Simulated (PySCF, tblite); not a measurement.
**C4H11Si radical: geometry, infrared bands and EPR parameters**

Aim: predict the infrared bands and EPR parameters of C4H11Si radical (`CCC[SiH]C`).

Computed with tblite 0.8.0 and PySCF 2.14.0, with density-fitted response routines of our own, on a single molecule in the gas phase. Atoms are numbered from 0 throughout.

### 1 The starting structure

16 atoms, charge 0, multiplicity 2; geometry from: force field or distance geometry start.

Bonds of the start (Å): C0–C1 1.51, C1–C2 1.52, C2–Si3 1.87, Si3–C4 1.85, C0–H5 1.12, C0–H6 1.13, C0–H7 1.10, C1–H8 1.12, C1–H9 1.10, C2–H10 1.11, C2–H11 1.11, Si3–H12 1.49, C4–H13 1.12, C4–H14 1.13, C4–H15 1.11.

### 2 Optimising the geometry with GFN2-xTB

Job settings and geometry (Å):

```
{"job": {"kind": "relax", "xc": "GFN2-xTB", "basis": "xTB"}, "charge": 0, "multiplicity": 2}
C     -2.137500     0.241500     0.645200
C     -1.245700     0.050300    -0.557000
C     -0.079700    -0.880200    -0.266900
Si     1.020800    -0.243600     1.110200
C      2.441700     0.756600     0.475900
H     -2.535100     1.292200     0.612200
H     -3.054000    -0.387300     0.453200
H     -1.671900    -0.013300     1.604000
H     -0.898100     1.042300    -0.931300
H     -1.853400    -0.438100    -1.339100
H      0.534500    -0.917500    -1.184800
H     -0.434100    -1.905600    -0.044600
H      1.602400    -1.484600     1.692200
H      2.190100     1.837000     0.357100
H      2.797000     0.377100    -0.524400
H      3.315500     0.682200     1.154300
```

Started as:

```sh
$ OMP_NUM_THREADS=1 python probes_run.py task.json out
```

One launch serves the whole session: the jobs run in the order shown.

Standard output:

```text
step      E/eV     max force
  0    -430.27308    2.163
  1    -430.44117    0.772
  2    -430.48967    0.527
  3    -430.52741    0.516
  4    -430.55718    0.371
  5    -430.57175    0.290
  6    -430.58083    0.204
  7    -430.58759    0.203
  8    -430.59233    0.183
  9    -430.59613    0.124
 10    -430.59957    0.127
 11    -430.60281    0.137
 12    -430.60580    0.181
 13    -430.60861    0.187
 14    -430.61164    0.158
 15    -430.61521    0.154
 16    -430.61899    0.160
 17    -430.62242    0.158
 18    -430.62565    0.156
 19    -430.62941    0.165
 20    -430.63483    0.223
 21    -430.64225    0.263
 22    -430.64931    0.205
 23    -430.65363    0.173
 24    -430.65709    0.195
 25    -430.66134    0.184
 26    -430.66545    0.205
 27    -430.66911    0.156
 28    -430.67211    0.132
 29    -430.67549    0.143
 30    -430.67988    0.160
 31    -430.68302    0.145
 32    -430.68515    0.107
 33    -430.68683    0.109
 34    -430.68904    0.111
 35    -430.69161    0.140
 36    -430.69391    0.119
 37    -430.69601    0.135
 38    -430.69831    0.134
 39    -430.70147    0.134
 40    -430.70396    0.135
 41    -430.70575    0.100
 42    -430.70677    0.091
 43    -430.70756    0.075
 44    -430.70823    0.058
 45    -430.70876    0.078
 46    -430.70916    0.062
 47    -430.70948    0.036
 48    -430.70977    0.053
 49    -430.71006    0.058
 50    -430.71037    0.045
 51    -430.71068    0.045
 52    -430.71097    0.039
 53    -430.71120    0.041
 54    -430.71138    0.035
 55    -430.71156    0.034
 56    -430.71172    0.032
 57    -430.71186    0.028
 58    -430.71197    0.027
 59    -430.71205    0.021
 60    -430.71214    0.024
 61    -430.71226    0.033
 62    -430.71243    0.038
 63    -430.71271    0.053
 64    -430.71315    0.072
 65    -430.71380    0.087
 66    -430.71461    0.084
 67    -430.71550    0.066
 68    -430.71641    0.073
 69    -430.71725    0.057
 70    -430.71788    0.050
 71    -430.71827    0.044
 72    -430.71855    0.042
 73    -430.71884    0.043
 74    -430.71914    0.034
 75    -430.71944    0.033
 76    -430.71958    0.028
 77    -430.71967    0.025
 78    -430.71980    0.025
 79    -430.71992    0.022
 80    -430.72002    0.024
 81    -430.72011    0.026
 82    -430.72022    0.026
 83    -430.72032    0.021
 84    -430.72038    0.015
 85    -430.72042    0.013
 86    -430.72045    0.011
 87    -430.72048    0.012
 88    -430.72051    0.014
 89    -430.72055    0.016
 90    -430.72060    0.020
 91    -430.72072    0.027
 92    -430.72094    0.039
 93    -430.72131    0.048
 94    -430.72174    0.043
 95    -430.72202    0.027
 96    -430.72212    0.020
 97    -430.72217    0.016
 98    -430.72222    0.014
 99    -430.72227    0.020
100    -430.72232    0.015
101    -430.72236    0.016
102    -430.72239    0.017
103    -430.72245    0.019
104    -430.72253    0.025
105    -430.72264    0.025
106    -430.72274    0.025
107    -430.72286    0.028
108    -430.72302    0.035
109    -430.72330    0.048
110    -430.72372    0.061
111    -430.72417    0.056
112    -430.72456    0.040
113    -430.72479    0.030
114    -430.72490    0.024
115    -430.72498    0.021
116    -430.72505    0.016
117    -430.72511    0.015
118    -430.72514    0.018
119    -430.72517    0.018
120    -430.72520    0.014
121    -430.72523    0.012
122    -430.72524    0.011
123    -430.72526    0.010
124    -430.72528    0.011
125    -430.72531    0.013
126    -430.72534    0.015
127    -430.72540    0.017
128    -430.72547    0.018
129    -430.72555    0.020
130    -430.72566    0.020
131    -430.72579    0.027
132    -430.72597    0.030
133    -430.72612    0.026
134    -430.72622    0.025
135    -430.72629    0.032
136    -430.72641    0.032
137    -430.72657    0.028
138    -430.72684    0.026
139    -430.72690    0.027
140    -430.72694    0.017
141    -430.72696    0.019
142    -430.72698    0.008
```

Run time: 0.78 s. Hardware: 1 thread of Arm Neoverse V1, shared host; peak memory 0.17 GiB.

Along the way: (not every step is listed)

| step | energy from step 0 (eV) | largest force (eV/Å) |
| --- | --- | --- |
| 0 | 0.0000 | 2.1631 |
| 1 | -0.1681 | 0.7720 |
| 2 | -0.2166 | 0.5269 |
| 3 | -0.2543 | 0.5161 |
| 4 | -0.2841 | 0.3712 |
| 5 | -0.2987 | 0.2903 |
| 6 | -0.3077 | 0.2039 |
| 7 | -0.3145 | 0.2033 |
| 8 | -0.3193 | 0.1828 |
| 20 | -0.3618 | 0.2228 |
| 32 | -0.4121 | 0.1068 |
| 44 | -0.4352 | 0.0575 |
| 56 | -0.4386 | 0.0318 |
| 68 | -0.4433 | 0.0734 |
| 80 | -0.4469 | 0.0241 |
| 92 | -0.4479 | 0.0388 |
| 104 | -0.4495 | 0.0249 |
| 116 | -0.4520 | 0.0161 |
| 128 | -0.4524 | 0.0180 |
| 137 | -0.4535 | 0.0277 |
| 138 | -0.4538 | 0.0258 |
| 139 | -0.4538 | 0.0273 |
| 140 | -0.4539 | 0.0167 |
| 141 | -0.4539 | 0.0190 |
| 142 | -0.4539 | 0.0077 |

Close pairs (by a distance rule), those that changed most:

| bond | before (Å) | after (Å) | change (Å) |
| --- | --- | --- | --- |
| Si3–C4 | 1.850 | 1.901 | +0.051 |
| C0–H6 | 1.128 | 1.088 | -0.040 |
| C4–H14 | 1.127 | 1.089 | -0.038 |
| C0–H5 | 1.124 | 1.088 | -0.036 |
| C2–Si3 | 1.874 | 1.907 | +0.033 |
| C4–H13 | 1.116 | 1.086 | -0.029 |
| C4–H15 | 1.109 | 1.086 | -0.023 |
| C1–H8 | 1.116 | 1.093 | -0.023 |

The final coordinates are the input of the step that follows.

### 3 Harmonic vibrations with GFN2-xTB

Job settings and geometry (Å):

```
{"job": {"kind": "ir", "xc": "GFN2-xTB", "basis": "xTB"}, "charge": 0, "multiplicity": 2}
C     -1.954073     0.441684     0.604721
C     -1.114257     0.061389    -0.606313
C     -0.166162    -1.095993    -0.306017
Si     1.130601    -0.713971     1.039480
C      2.162983     0.820432     0.600713
H     -2.625920     1.262980     0.364971
H     -2.549685    -0.407014     0.934511
H     -1.309710     0.744721     1.428877
H     -0.537128     0.929343    -0.934733
H     -1.779172    -0.216323    -1.430103
H      0.357599    -1.368498    -1.228072
H     -0.750589    -1.970601    -0.014582
H      1.983630    -1.884642     1.279688
H      1.556195     1.720090     0.551647
H      2.646784     0.696724    -0.367311
H      2.941303     0.988625     1.338595
```

Standard output:

```text
mode    cm-1     km/mol
  1      43.3      0.16
  2     100.8      0.01
  3     134.0      0.16
  4     153.0      0.77
  5     211.4      0.88
  6     281.7      1.98
  7     399.9      4.52
  8     465.2     30.93
  9     604.2     52.65
 10     662.9     28.51
 11     750.5     14.50
 12     769.7    101.33
 13     826.9     58.30
 14     833.3     98.83
 15     851.9     23.66
 16     943.9      1.99
 17    1024.7     14.31
 18    1060.1      5.09
 19    1124.9      7.36
 20    1207.4      4.09
 21    1244.5      1.65
 22    1301.7      1.24
 23    1349.1      4.28
 24    1366.9      2.68
 25    1410.9      4.76
 26    1481.8      0.33
 27    1486.5      0.32
 28    1492.6      0.10
 29    1493.6      2.39
 30    1502.8      1.45
 31    1510.3      0.51
 32    2203.9    397.94
 33    2921.3     45.34
 34    2941.9     53.98
 35    2970.6     23.34
 36    2977.6     58.52
 37    2988.5     35.67
 38    3007.9     53.24
 39    3029.4     52.69
 40    3032.9     38.98
 41    3036.8     22.59
 42    3046.4     25.61
```

It took 0.44 s on 1 thread of Arm Neoverse V1, shared host; peak memory 0.17 GiB.

Which atoms move in the most intense modes:

| cm⁻¹ | km/mol | atoms |
| --- | --- | --- |
| 770 | 101.3 | Si3 32 %, C4 28 % |
| 827 | 58.3 | H14 34 %, H13 23 %, C4 13 % |
| 833 | 98.8 | H15 38 %, H13 19 %, C4 15 % |
| 2204 | 397.9 | H12 97 % |
| 2942 | 54.0 | H9 75 %, H8 14 % |
| 2978 | 58.5 | H11 80 % |
| 3008 | 53.2 | H7 91 % |
| 3029 | 52.7 | H6 47 %, H5 42 % |

### 4 g tensor and hyperfine couplings: B3LYP/pcH-1

The job, as its differences from that of step 3:

```diff
@@ -1,2 +1,2 @@
-{"job": {"kind": "ir", "xc": "GFN2-xTB", "basis": "xTB"}, "charge": 0, "multiplicity": 2}
+{"job": {"kind": "epr", "basis": "pcH-1"}, "charge": 0, "multiplicity": 2}
 C     -1.954073     0.441684     0.604721
```

Level: UKS B3LYP, pcH-1 on C H Si, non-relativistic, mean-field spin-orbit, GIAO.

Standard output:

```text
UKS, coarse grid
  cycle   1  E = -448.46117075  |g| = 3.92e-01
  cycle   2  E = -448.41360696  |g| = 4.89e-01
  cycle   3  E = -448.53822323  |g| = 3.22e-02
  cycle   4  E = -448.53866189  |g| = 1.70e-02
  cycle   5  E = -448.53879851  |g| = 4.83e-03
  cycle   6  E = -448.53881088  |g| = 1.04e-03
  cycle   7  E = -448.53881069  |g| = 4.97e-04
UKS, final grid
  cycle   1  E = -448.53883537  |g| = 5.77e-04
  cycle   2  E = -448.53883524  |g| = 7.67e-04
  cycle   3  E = -448.53883553  |g| = 4.67e-05
  cycle   4  E = -448.53883553  |g| = 1.57e-05
E = -448.53883553 Eh   <S^2> = 0.7514 (exact 0.7500)
g shifts (ppm)      1          2          3
  rmc          -133       -133       -133
  gc             10         29         36
  oz_so         -58       1851       2424
  total        -181       1747       2327
hyperfine (MHz)  atom isotope    a_iso     a_fc   dipolar eigenvalues
    0   13C       4.47       4.47     -1.92     -1.07      3.00
    1   13C       0.33       0.33     -0.62     -0.23      0.85
    2   13C      15.78      15.75     -4.32     -4.16      8.48
    3  29Si    -454.36    -455.36   -171.70     85.72     85.98
    4   13C      23.81      23.78     -3.95     -3.66      7.61
    5    1H       1.15       1.15     -1.52     -0.98      2.50
    6    1H      -0.57      -0.57     -1.86     -1.26      3.12
    7    1H       4.34       4.34     -5.68     -3.26      8.94
    8    1H       0.01       0.00     -1.86     -1.47      3.33
    9    1H       3.23       3.23     -1.44     -0.92      2.36
   10    1H      55.82      55.82     -4.35      0.66      3.69
   11    1H       1.78       1.78     -4.27     -2.37      6.64
   12    1H      45.50      45.48     -9.60      0.77      8.84
   13    1H       6.21       6.20     -4.31     -2.64      6.95
   14    1H      61.32      61.32     -4.05      0.17      3.87
   15    1H       0.63       0.62     -4.13     -2.36      6.49
```

Wall time 55 s (1 thread of Arm Neoverse V1, shared host); peak memory 0.86 GiB.

Principal g values 2.00214, 2.00407, 2.00465; g(iso) = 2.00362, against 2.00232 for a free electron.

Hyperfine couplings; where a row names several nuclei, a(iso) is their mean (it holds for fast rotation or exchange) and the dipolar term the largest among them:

| nuclei | isotope | a(iso) (MHz) | a(iso) (G, at g = 2.0023) | largest dipolar term (MHz) |
| --- | --- | --- | --- | --- |
| Si3 | 29Si | -454.4 | -162.1 | -171.7 |
| H12 | 1H | 45.5 | 16.2 | -9.6 |
| H10, H11 | 1H | 28.8 | 10.3 | 6.6 |
| C4 | 13C | 23.8 | 8.5 | 7.6 |
| H13, H14, H15 | 1H | 22.7 | 8.1 | 6.9 |
| C2 | 13C | 15.8 | 5.6 | 8.5 |
| C0 | 13C | 4.5 | 1.6 | 3.0 |
| H5, H6, H7 | 1H | 1.6 | 0.6 | 8.9 |
| H8, H9 | 1H | 1.6 | 0.6 | 3.3 |
| C1 | 13C | 0.3 | 0.1 | 0.9 |

Mulliken spin populations:

C0 0.01; C1 0.00; C2 0.00; Si3 0.96; C4 -0.01; H5 0.00; H6 0.00; H7 -0.01; H8 0.00; H9 0.00; H10 0.02; H11 0.00; H12 0.01; H13 0.00; H14 0.02; H15 0.00

In first order the couplings over 0.8 MHz of 1H give 288 distinct lines over 64.0 G, if the averaged nuclei exchange fast; the same motion can average rows kept apart here too.

Orbitals, density, ELF and potential are computed afterwards from the orbital file.

ELF in a plane through or near 4 of the atoms.

Ten even steps from ' ' (0.00) to '@' (1.00):
```
                                                        
                                                        
                                                        
              ..--::        ..==**++..                  
            ::==++==..    ..==%%@@@@==                  
            ::==****--....::**@@@@@@==                  
            ..::++++----++++**@@@@##..                  
                ::--::==%%%%..==**::                    
              ..--++::..**@@##**++::..                  
          ..::--**@@##::==++==++++**++--::..            
        --******==##@@**::..  ::##@@**==--..            
      ::##@@@@%%--::##==..    ..++**--****==..          
      ::%%@@@@%%**%%@@##..    ..--==%%@@@@@@%%..        
      ..++####++**@@@@@@--      ..--@@@@@@@@@@::        
          ......==@@@@@@--        ..##@@@@@@##..        
                ..**%%**..          --##%%##::          
                  ....                ....              
                                                        
                                                        
                                                        
```
The map spans 11.4 Å across and 9.0 Å up, centred on the molecule. Atoms in the plane (x, y in Å): C2 (0.3, 1.2), C4 (-2.2, -0.7), H5 (2.5, -1.5), H13 (-1.7, -1.6).

On the surface of density 0.002 e/bohr³ the electrostatic potential runs, from the 1st to the 99th percentile, from -0.27 V near Si3 to 0.65 V near H13.

The spin density lies nearest to Si3 66 %; H12 10 %.

### 5 Summary of results

| quantity | value |
| --- | --- |
| strongest single infrared mode (GFN2-xTB) | 2204 cm⁻¹, 398 km/mol |
| zero-point energy (GFN2-xTB) | 86.1 kcal/mol |
| g(iso) (B3LYP) | 2.00362 |
| ⟨S²⟩ | 0.751 (exact 0.75) |
| largest a(iso) (averaged by class) | 29Si on Si3, -454.4 MHz |
| potential on the surface of density 0.002 e/bohr³, 1st and 99th percentile | -0.27 V and 0.65 V |

What this shows: The optimisation took 142 steps and gained 0.454 eV; among the close pairs (by a distance rule), Si3–C4 changed most, from 1.850 to 1.901 Å. No mode is imaginary among the 42: a minimum at this level. The strongest single mode, at 2204 cm⁻¹, moves mainly H12. Unscaled tight-binding wavenumbers are off by several per cent, some by more. Its intensities can rank the bands wrongly. Most of the unpaired spin sits on Si3 (0.96 e). The isotropic g lies 1.3 ppt above the free-electron value. These values are for one conformer; the search (at its own cheap level) found 2 more, at 0.01, 0.06 kcal/mol (those within 0.05 may be mirror or relabelled copies), and measured spectra average over such forms.
